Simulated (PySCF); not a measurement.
**[Y(NH3)]3+: other functionals and bases at one geometry**

Aim: see how levels, charges and forces of [Y(NH3)]3+ depend on the level of theory. The species was built from a template and needn't be a known compound.

Computed with PySCF 2.14.0. Level: several levels, as the steps say, no spin–orbit coupling.

### Step 1. Where the work starts

5 atoms, charge 3, spin multiplicity 1.

Bond lengths: Y1–N2 2.268 Å, N2–H3 1.049 Å, N2–H4 1.049 Å, N2–H5 1.049 Å. Angles: Y1–N2–H3 115.8°, Y1–N2–H4 115.8°, Y1–N2–H5 115.8°, H3–N2–H4 102.5°, H3–N2–H5 102.5°, H4–N2–H5 102.5°.

Geometry (Å):

```xyz
5

Y     0.00000    0.00000   -0.28860
N     0.00000    0.00000    1.97976
H     0.94437    0.00004    2.43636
H    -0.47221    0.81783    2.43636
H    -0.47215   -0.81786    2.43636
```

Formal oxidation states: Y +3. An earlier session relaxed this geometry at PBE0, Y def2-SVP with ECP28, N def2-SVP, H def2-SVP (singlet, point group C3v).

At PBE0 on the finer grid: E = -93.424782 Eh, HOMO -28.26 eV, LUMO -20.86 eV, Mulliken charge on Y1 +2.40 e, largest force component 0.008 eV/Å. 

Levels to run: TPSS; revPBE; PBE0, TZVP. Hardware: 2 threads of Arm Neoverse N1, shared host.

### Step 2. TPSS

The input, run.py (the lines that set the calculation):

```python
mol = gto.M(atom='''
Y      0.00000     0.00000    -0.28860
N      0.00000     0.00000     1.97976
H      0.94437     0.00004     2.43636
H     -0.47221     0.81783     2.43636
H     -0.47215    -0.81786     2.43636''',
    basis={'Y': 'def2-SVP', 'N': 'def2-SVP', 'H': 'def2-SVP'},
    ecp={'Y': 'def2-SVP'},
    charge=3, spin=0)
mf = dft.RKS(mol, xc='TPSS')
mf.grids.atom_grid = (75, 302)
mf = mf.density_fit()  # fitting sets: Y def2-universal-JKFIT, N def2-universal-JKFIT, H def2-universal-JKFIT
mf.conv_tol = 1e-08; mf.max_cycle = 55
mf.kernel(dm0)  # dm0: the density of the relaxed state
```

The run is started by

```bash
$ OMP_NUM_THREADS=2 python run.py
```

### Step 3. revPBE

run.py (the lines that set the calculation), as its differences from that of step 2:

```diff
@@ -9,3 +9,3 @@
     charge=3, spin=0)
-mf = dft.RKS(mol, xc='TPSS')
+mf = dft.RKS(mol, xc='PBE_R,PBE')
 mf.grids.atom_grid = (75, 302)
```

### Step 4. PBE0, TZVP

Basis: Y def2-TZVP with ECP28, N def2-TZVP, H def2-TZVP. 

The input, run.py (the lines that set the calculation):

```python
mol = gto.M(atom='''
Y      0.00000     0.00000    -0.28860
N      0.00000     0.00000     1.97976
H      0.94437     0.00004     2.43636
H     -0.47221     0.81783     2.43636
H     -0.47215    -0.81786     2.43636''',
    basis={'Y': 'def2-TZVP', 'N': 'def2-TZVP', 'H': 'def2-TZVP'},
    ecp={'Y': 'def2-TZVP'},
    charge=3, spin=0)
mf = dft.RKS(mol, xc='PBE0')
mf.grids.atom_grid = (75, 302)
mf = mf.density_fit()  # fitting sets: Y def2-universal-JKFIT, N def2-universal-JKFIT, H def2-universal-JKFIT
mf.conv_tol = 1e-08; mf.max_cycle = 55
mf.kernel(dm0)  # dm0: free metal ions and neutral atoms
```

What does the calculation give? Wanted: for each run, HOMO; gap; charge on Y1; dipole; largest force.

The runs gave:

| level | state | HOMO (eV) | gap (eV) | charge on Y1 (e) | dipole (D) | largest force (eV/Å) | basis functions | time |
| --- | --- | --- | --- | --- | --- | --- | --- | --- |
| PBE0 (relaxed here) | singlet | -28.26 | 7.40 | 2.40 | 1.87 | 0.01 | 60 | 4.6 s |
| TPSS | singlet | -26.90 | 5.13 | 2.37 | 2.06 | 0.27 | 60 | 3.6 s |
| revPBE | singlet | -26.85 | 4.87 | 2.35 | 2.20 | 0.36 | 60 | 2.4 s |
| PBE0, TZVP | singlet | -28.19 | 7.34 | 2.47 | 1.91 | 0.37 | 89 | 5.3 s |

Times are on 2 threads of Arm Neoverse N1, shared host; the first row also made further properties. The dipole of a charged species depends on the origin, so these sizes hold for this origin alone.

In one basis the HOMO–LUMO gap runs from 4.87 eV (revPBE) to 7.40 eV (PBE0); the widest gap comes with exact exchange. The largest leftover force, 0.37 eV/Å with PBE0, TZVP, stands at a geometry relaxed at another level. The Mulliken charge on Y spans +2.35 to +2.47 e over the levels. Total energies of different levels can't be compared. Spin–orbit coupling is left out throughout.
